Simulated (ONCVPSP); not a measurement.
# An ONCV potential for fluorine, from input to tests

Task: generate the file, and judge it by its errors in other configurations, its logarithmic derivatives, its ghosts and its cutoff.

Program: ONCVPSP 4.0.1. Reference atom: PBE, fully relativistic, spherical and spin-unpolarised. All values are calculated.

## Step 1: Settings

The settings as typed:

```json
{
 "element": "fluorine (F, Z = 9)",
 "type": "optimised norm-conserving Vanderbilt (ONCV)",
 "frozen core": "[He]",
 "valence charge": "7",
 "reference configuration": "2s1.75 2p5.25",
 "partial waves": "2s: rc 0.55 bohr, ncon 4, nbas 7, qcut 11.1 1/bohr, 2 projectors, debl 0.9 Ha; 2p: rc 1.50 bohr, ncon 4, nbas 7, qcut 9.5 1/bohr, 2 projectors, debl 2.6 Ha; d scattering state at 0.36 Ha: rc 1.65 bohr, ncon 4, nbas 8, qcut 6.1 1/bohr, 2 projectors, debl 3.5 Ha",
 "local potential": "polynomial inside 0.50 bohr (lpopt 5, dvloc0 -1 Ha)",
 "core correction": "Teter function fitted to the true core (icmod 2), fcfact 0.2"
}
```

## Step 2: Generation

Input file F.dat:

```
# ATOM AND REFERENCE CONFIGURATION
# atsym  z   nc   nv     iexc    psfile
  F 9.00    1    2        4      upf
#
#   n    l    f
    1    0    2.00
    2    0    1.75
    2    1    5.25
#
# PSEUDOPOTENTIAL AND OPTIMIZATION
# lmax
    2
#
#   l,   rc,      ep,       ncon, nbas, qcut
    0    0.55    0.00    4    7   11.10
    1    1.50    0.00    4    7    9.50
    2    1.65    0.36    4    8    6.10
#
# LOCAL POTENTIAL
# lloc, lpopt,  rc(5),   dvloc0
    4    5    0.50   -1.00
#
# VANDERBILT-KLEINMAN-BYLANDER PROJECTORs
# l, nproj, debl
    0    2    0.90
    1    2    2.60
    2    2    3.50
#
# MODEL CORE CHARGE
# icmod, fcfact, rcfact
    2    0.20    1.15
#
# LOG DERIVATIVE ANALYSIS
# epsh1, epsh2, depsh
   -3.00    5.00    0.02
#
# OUTPUT GRID
# rlmax, drl
    6.00    0.01
#
# TEST CONFIGURATIONS
# ncnf
    4
# nvcnf
#   n    l    f
    2
    2    0    2.00
    2    1    5.00
#
    2
    2    0    2.00
    2    1    4.00
#
    2
    2    0    2.00
    2    1    3.00
#
    2
    2    0    2.00
    2    1    1.00
#
```

Launch:

```
oncvpspr.x < F.dat > F.out
```

What does the calculation give? Wanted: cutoffs for 1 and 0.1 mHa per electron, occupied waves; bound ghosts; GHOST(+) flags; largest test error; largest phase difference near zero energy, channels read; rms error of d²Exc/dn², without and with the model core; projector energies reset by the program.

The runs gave:

```
                                                quantity                                                    value
  cutoffs for 1 and 0.1 mHa per electron, occupied waves                                        270 Ha and 403 Ha
                                            bound ghosts  s at -494.05 eV, d5/2 at -227.28 eV, d3/2 at -203.02 eV
                                          GHOST(+) flags                                             s at 7957 eV
                            largest test error (AE − PS)                                   +3401 meV, for 2s2 2p1
largest phase difference near zero energy, channels read                                                0.000 rad
 rms error of d²Exc/dn², without and with the model core                                      11.72 and 11.56 mHa
                 projector energies reset by the program                                      s: -1.103, 0.250 Ha
```

What this shows: A bound ghost (s, d5/2, d3/2) makes it unfit for use: electrons can fall into a state that the atom doesn't have. The worst unpolarised test, 2s2 2p1, is off by 3401 meV on 199.5 eV; by total energies transferability rates as poor. That test lies far up in energy; among those under 40 eV, nearer to bonding, the largest error is 69 meV. It counts as very hard, with 270 Ha needed at the looser tolerance. At the looser tolerance the 2s wave is the slowest; 2p needs 32 Ha. Near zero energy the phases of the channels with partial waves agree within 0.001 rad. The program also flags highly localised states, GHOST(+) (s). These are tests on the free atom; a crystal test is still owed.
